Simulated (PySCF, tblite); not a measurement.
**C₅H₄ClF₂O radical: geometry, infrared bands and EPR parameters**

Wanted: the infrared bands and EPR parameters of C₅H₄ClF₂O radical (`F[C]1OC=CC[C@@]1(F)Cl`), by calculation.

Programs: tblite 0.8.0 and PySCF 2.14.0, with density-fitted response routines of our own. Each step states its level of theory. These are calculated values for one molecule in the gas phase, unless marked as measured. Atoms count from 0, in the outputs and in this text.

## (1) The starting structure

13 atoms, charge 0, multiplicity 2; geometry from: force field or distance geometry start.

Bonds of the start (Å): F0–C1 1.40, C1–O2 1.41, O2–C3 1.40, C3–C4 1.31, C4–C5 1.50, C5–C6 1.53, C6–F7 1.40, C6–Cl8 1.75, C6–C1 1.52, C3–H9 1.10, C4–H10 1.09, C5–H11 1.10, C5–H12 1.11.

## (2) Geometry optimisation with GFN2-xTB

What the job is given:

```
{"job": {"kind": "relax", "xc": "GFN2-xTB", "basis": "xTB"}, "charge": 0, "multiplicity": 2}
F     -0.383000    -1.225700     2.295800
C     -0.501500    -1.201200     0.901200
O      0.754400    -1.489500     0.330700
C      1.524600    -0.454700    -0.201400
C      0.912600     0.519900    -0.830100
C     -0.582000     0.412500    -0.934700
C     -0.989800     0.185900     0.523500
F     -0.178200     1.052600     1.273100
Cl    -2.692000     0.443800     0.820200
H      2.614600    -0.462600    -0.072800
H      1.432600     1.359900    -1.278800
H     -1.055300     1.335500    -1.302700
H     -0.861400    -0.475900    -1.541800
```

Command:

```sh
> OMP_NUM_THREADS=1 python probes_run.py task.json out
```

This one command runs all jobs of the session in turn.

The log of the run:

```text
step      E/eV     max force
  0    -835.71349    2.524
  1    -835.88139    1.357
  2    -836.01006    1.620
  3    -836.08736    0.989
  4    -836.17416    0.617
  5    -836.21025    0.605
  6    -836.26323    0.622
  7    -836.29596    0.475
  8    -836.33391    0.658
  9    -836.37728    0.591
 10    -836.42757    0.632
 11    -836.47216    0.542
 12    -836.50629    0.436
 13    -836.53060    0.403
 14    -836.55460    0.365
 15    -836.57193    0.366
 16    -836.57657    0.842
 17    -836.58899    0.249
 18    -836.59473    0.212
 19    -836.60280    0.235
 20    -836.60792    0.234
 21    -836.61397    0.184
 22    -836.61884    0.147
 23    -836.62345    0.170
 24    -836.62757    0.194
 25    -836.63175    0.183
 26    -836.63579    0.180
 27    -836.63926    0.168
 28    -836.64188    0.132
 29    -836.64385    0.113
 30    -836.64577    0.132
 31    -836.64802    0.129
 32    -836.65066    0.149
 33    -836.65378    0.187
 34    -836.65662    0.177
 35    -836.65946    0.159
 36    -836.66343    0.181
 37    -836.66648    0.191
 38    -836.66940    0.138
 39    -836.67078    0.136
 40    -836.67155    0.122
 41    -836.67229    0.061
 42    -836.67288    0.050
 43    -836.67332    0.066
 44    -836.67370    0.052
 45    -836.67391    0.035
 46    -836.67407    0.029
 47    -836.67420    0.033
 48    -836.67432    0.031
 49    -836.67444    0.033
 50    -836.67462    0.038
 51    -836.67492    0.058
 52    -836.67539    0.088
 53    -836.67591    0.082
 54    -836.67629    0.043
 55    -836.67652    0.040
 56    -836.67672    0.045
 57    -836.67697    0.068
 58    -836.67724    0.066
 59    -836.67745    0.037
 60    -836.67759    0.030
 61    -836.67768    0.027
 62    -836.67774    0.021
 63    -836.67779    0.019
 64    -836.67782    0.016
 65    -836.67784    0.012
 66    -836.67786    0.011
 67    -836.67787    0.009
```

Run time: 0.49 s. Hardware: 1 thread of Arm Neoverse V1, shared host; peak memory 0.18 GiB.

The steps of the relaxation: (not every step is listed)

| step | energy from step 0 (eV) | largest force (eV/Å) |
| --- | --- | --- |
| 0 | 0.0000 | 2.5244 |
| 1 | -0.1679 | 1.3566 |
| 2 | -0.2966 | 1.6195 |
| 3 | -0.3739 | 0.9888 |
| 4 | -0.4607 | 0.6170 |
| 5 | -0.4968 | 0.6054 |
| 6 | -0.5497 | 0.6219 |
| 7 | -0.5825 | 0.4747 |
| 8 | -0.6204 | 0.6580 |
| 13 | -0.8171 | 0.4029 |
| 18 | -0.8812 | 0.2124 |
| 23 | -0.9100 | 0.1696 |
| 28 | -0.9284 | 0.1325 |
| 33 | -0.9403 | 0.1868 |
| 38 | -0.9559 | 0.1382 |
| 43 | -0.9598 | 0.0662 |
| 48 | -0.9608 | 0.0311 |
| 53 | -0.9624 | 0.0824 |
| 58 | -0.9638 | 0.0655 |
| 62 | -0.9642 | 0.0214 |
| 63 | -0.9643 | 0.0193 |
| 64 | -0.9643 | 0.0155 |
| 65 | -0.9643 | 0.0124 |
| 66 | -0.9644 | 0.0107 |
| 67 | -0.9644 | 0.0092 |

Close pairs (by a distance rule), those that changed most:

| bond | before (Å) | after (Å) | change (Å) |
| --- | --- | --- | --- |
| C1–O2 | 1.409 | 1.342 | -0.067 |
| F0–C1 | 1.400 | 1.344 | -0.056 |
| C6–Cl8 | 1.747 | 1.799 | +0.052 |
| O2–C3 | 1.395 | 1.350 | -0.045 |
| C1–C6 | 1.518 | 1.478 | -0.040 |
| C3–C4 | 1.311 | 1.334 | +0.023 |
| C3–H9 | 1.098 | 1.078 | -0.020 |
| C5–H12 | 1.112 | 1.094 | -0.017 |

The final coordinates are the input of the step that follows.

## (3) Vibrational analysis with GFN2-xTB

What the job is given:

```
{"job": {"kind": "ir", "xc": "GFN2-xTB", "basis": "xTB"}, "charge": 0, "multiplicity": 2}
F     -0.601870    -1.513829     2.243716
C     -0.243107    -0.970165     1.068635
O      1.055807    -1.176517     0.802172
C      1.616613    -0.487819    -0.214840
C      0.945969     0.355439    -1.001937
C     -0.523723     0.590543    -0.834787
C     -0.976173     0.214250     0.574083
F     -0.793679     1.315203     1.409829
Cl    -2.743862    -0.119012     0.613275
H      2.666401    -0.712215    -0.310546
H      1.449975     0.870941    -1.799753
H     -0.771473     1.639941    -1.007333
H     -1.085267    -0.006274    -1.560243
```

The log of the run:

```text
mode    cm-1     km/mol
  1      55.8      0.65
  2     125.4      1.34
  3     157.6      2.22
  4     194.2      0.94
  5     275.9      3.24
  6     325.7      6.92
  7     386.6      9.26
  8     406.6      1.77
  9     442.9      6.44
 10     463.4      1.01
 11     516.8      8.94
 12     638.4      9.67
 13     729.6      0.47
 14     764.8     73.52
 15     794.7     79.61
 16     837.4      5.02
 17     897.9     50.55
 18     983.4     47.96
 19    1001.2     15.12
 20    1045.0     67.23
 21    1124.2      3.69
 22    1152.7     14.70
 23    1173.1      8.22
 24    1252.3    163.66
 25    1290.7     47.62
 26    1307.5     29.11
 27    1330.9     17.83
 28    1431.6     11.06
 29    1637.8     29.49
 30    2942.1      7.21
 31    2988.9      4.89
 32    3113.3      0.44
 33    3137.1      3.82
```

It took 0.45 s on 1 thread of Arm Neoverse V1, shared host; peak memory 0.18 GiB.

Which atoms move in the most intense modes:

| cm⁻¹ | km/mol | atoms |
| --- | --- | --- |
| 765 | 73.5 | C6 26 %, H10 16 %, F7 14 % |
| 795 | 79.6 | C6 29 %, C3 16 %, F7 15 % |
| 898 | 50.5 | C6 42 %, O2 15 %, C4 13 % |
| 983 | 48.0 | C5 27 %, H11 22 %, C6 19 % |
| 1045 | 67.2 | C6 23 %, O2 22 %, H10 21 %, C3 12 % |
| 1252 | 163.7 | C1 62 %, F0 15 % |
| 1291 | 47.6 | H10 24 %, H11 15 %, C3 14 %, H9 12 % |
| 1638 | 29.5 | C4 49 %, C3 44 % |

## (4) EPR parameters: B3LYP/pcH-1

Same as in step 3 but for these lines:

```diff
@@ -1,2 +1,2 @@
-{"job": {"kind": "ir", "xc": "GFN2-xTB", "basis": "xTB"}, "charge": 0, "multiplicity": 2}
+{"job": {"kind": "epr", "basis": "pcH-1"}, "charge": 0, "multiplicity": 2}
 F     -0.601870    -1.513829     2.243716
```

With the program's defaults for keys left out, this is: UKS B3LYP, pcH-1 on C Cl F H O, non-relativistic, mean-field spin-orbit, GIAO.

The log of the run:

```text
UKS, coarse grid
  cycle   1  E = -927.82413050  |g| = 6.64e-01
  cycle   2  E = -927.51109189  |g| = 1.18e+00
  cycle   3  E = -927.97684387  |g| = 7.16e-02
  cycle   4  E = -927.97825398  |g| = 4.88e-02
  cycle   5  E = -927.97923012  |g| = 1.60e-02
  cycle   6  E = -927.97934859  |g| = 6.98e-03
  cycle   7  E = -927.97937216  |g| = 3.16e-03
  cycle   8  E = -927.97937690  |g| = 9.73e-04
UKS, final grid
  cycle   1  E = -927.97937196  |g| = 1.40e-03
  cycle   2  E = -927.97937083  |g| = 2.39e-03
  cycle   3  E = -927.97937261  |g| = 2.14e-04
  cycle   4  E = -927.97937264  |g| = 8.99e-05
  cycle   5  E = -927.97937265  |g| = 6.18e-05
  cycle   6  E = -927.97937265  |g| = 1.89e-05
E = -927.97937265 Eh   <S^2> = 0.7543 (exact 0.7500)
g shifts (ppm)      1          2          3
  rmc          -251       -251       -251
  gc            -11         47         75
  oz_so        -792       1909       2057
  total       -1053       1705       1882
hyperfine (MHz)  atom isotope    a_iso     a_fc   dipolar eigenvalues
    0   19F     159.58     158.96   -219.69   -183.52    403.21
    1   13C     207.30     207.25    -75.44    -75.07    150.51
    2   17O     -22.66     -22.68    -45.50     21.77     23.73
    3   13C      -5.74      -5.73     -6.20      1.65      4.55
    4   13C       6.71       6.72     -7.33     -4.92     12.24
    5   13C      -4.10      -4.10     -1.39     -0.36      1.75
    6   13C       6.66       6.68     -4.79     -3.31      8.10
    7   19F     222.22     222.12   -109.02    -99.98    209.00
    8  35Cl       5.83       5.80     -5.15     -4.40      9.55
    9    1H       0.28       0.28     -2.73     -2.01      4.73
   10    1H      -5.39      -5.39     -4.21     -1.10      5.31
   11    1H      17.99      17.99     -1.90     -1.36      3.26
   12    1H      33.89      33.89     -2.79     -2.29      5.09
```

It took 1.7 min on 1 thread of Arm Neoverse V1, shared host; peak memory 0.97 GiB.

Principal g values 2.00127, 2.00402, 2.00420; g(iso) = 2.00316, against 2.00232 for a free electron.

Hyperfine couplings, nucleus by nucleus at this fixed geometry (no averaging over rotations):

| nuclei | isotope | a(iso) (MHz) | a(iso) (G, at g = 2.0023) | largest dipolar term (MHz) |
| --- | --- | --- | --- | --- |
| F7 | 19F | 222.2 | 79.3 | 209.0 |
| C1 | 13C | 207.3 | 74.0 | 150.5 |
| F0 | 19F | 159.6 | 56.9 | 403.2 |
| H12 | 1H | 33.9 | 12.1 | 5.1 |
| O2 | 17O | -22.7 | -8.1 | -45.5 |
| H11 | 1H | 18.0 | 6.4 | 3.3 |
| C4 | 13C | 6.7 | 2.4 | 12.2 |
| C6 | 13C | 6.7 | 2.4 | 8.1 |
| Cl8 | 35Cl | 5.8 | 2.1 | 9.6 |
| C3 | 13C | -5.7 | -2.0 | -6.2 |
| H10 | 1H | -5.4 | -1.9 | 5.3 |
| C5 | 13C | -4.1 | -1.5 | 1.8 |
| H9 | 1H | 0.3 | 0.1 | 4.7 |

Mulliken spin populations:

F0 0.05; C1 0.76; O2 0.07; C3 -0.04; C4 0.09; C5 -0.01; C6 0.01; F7 0.04; Cl8 0.02; H9 0.00; H10 0.00; H11 0.01; H12 0.01

In first order the couplings over 0.8 MHz of 19F, 1H, 35Cl give 128 distinct lines over 162.9 G.

The fields below are evaluated on a grid from the run's orbitals.

ELF in a plane through or near 9 of the atoms.

Values, 10 rows by 14 columns:
```
0.00 0.00 0.00 0.00 0.00 0.00 0.00 0.00 0.00 0.00 0.00 0.00 0.00 0.00
0.00 0.00 0.00 0.00 0.00 0.00 0.01 0.00 0.04 0.06 0.01 0.00 0.00 0.00
0.00 0.00 0.00 0.08 0.00 0.24 0.77 0.08 0.60 0.82 0.40 0.02 0.00 0.00
0.00 0.00 0.56 1.00 0.91 0.33 0.21 0.73 0.59 0.80 0.63 0.01 0.00 0.00
0.00 0.00 0.17 0.88 0.75 0.67 0.37 0.37 0.90 0.17 0.16 0.57 0.23 0.00
0.00 0.00 0.00 0.07 0.51 0.37 0.63 0.71 0.32 0.85 0.59 0.91 0.55 0.04
0.00 0.00 0.10 0.98 1.00 0.65 0.71 0.22 0.40 0.36 0.88 0.88 0.36 0.02
0.00 0.00 0.00 0.32 0.43 0.01 0.45 0.91 0.40 0.04 0.41 0.34 0.04 0.00
0.00 0.00 0.00 0.00 0.00 0.00 0.03 0.14 0.03 0.00 0.00 0.00 0.00 0.00
0.00 0.00 0.00 0.00 0.00 0.00 0.00 0.00 0.00 0.00 0.00 0.00 0.00 0.00
```
The map spans 10.6 Å across and 9.6 Å up, centred on the molecule. Atoms in the plane (x, y in Å): F0 (1.7, 2.2), C1 (0.8, 1.2), O2 (-0.5, 1.7), C3 (-1.5, 0.8), C4 (-1.3, -0.5), C5 (0.0, -1.1), C6 (1.1, -0.1), H9 (-2.4, 1.3), H10 (-2.2, -1.2).

On the surface of density 0.002 e/bohr³ the electrostatic potential runs, from the 1st to the 99th percentile, from -0.86 V near F7 to 1.41 V near H9.

The spin density lies nearest to C1 58 %; O2 11 %; F0 9 %.

## (5) What came out

```
                                 quantity                  value
strongest single infrared mode (GFN2-xTB)  1252 cm⁻¹, 164 km/mol
             zero-point energy (GFN2-xTB)          49.9 kcal/mol
                           g(iso) (B3LYP)                2.00316
                                     ⟨S²⟩     0.754 (exact 0.75)
                           largest a(iso)   19F on F7, 222.2 MHz
    surface potential, 1st and 99th percentile     -0.86 V and 1.41 V
```

What this shows: The optimisation took 67 steps and gained 0.964 eV; among the close pairs (by a distance rule), C1–O2 changed most, from 1.409 to 1.342 Å. All 33 modes are real, so the xTB geometry is a minimum. The strongest single mode, at 1252 cm⁻¹, moves mainly C1. GFN2-xTB is a fitted tight-binding method: band positions and strengths are rough. Its intensities can rank the bands wrongly. C1 carries the largest spin population, 0.76 e. The isotropic g lies 0.8 ppt above the free-electron value.
